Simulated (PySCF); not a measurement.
# Cl4In ([InCl4]-): the cost of one run

Programs: PySCF 2.14.0, with routines of our own; each step states its level. All values are computed. Atoms count from 0.

### 1 The system as given

5 atoms, charge -1, multiplicity 1; geometry from: GFN2-xTB.

### 2 Optimising the geometry at PBE0-D3(BJ)/def2-SVP

What the job is given:

```
{"job": {"xc": "PBE0", "basis": "def2-SVP", "d3": "d3bj", "grid": 1, "maxiter": 30, "shake": 0.03, "kind": "geom"}, "charge": -1, "multiplicity": 1}
In     0.061890    -0.076250     0.011110
Cl    -0.006370    -0.029970     2.350690
Cl     2.158630     0.003800    -0.820940
Cl    -1.020330     1.935630    -0.777430
Cl    -1.118970    -1.943700    -0.825540
```

Started as:

```
$ OMP_NUM_THREADS=1 python heavy_run.py task.json out
```

This one command runs all jobs of the session in turn.

Q: Estimate the wall time and peak memory of this first job on 1 thread of Arm Neoverse V1, shared host.

About 46 s, with a peak of 0.4 GiB.
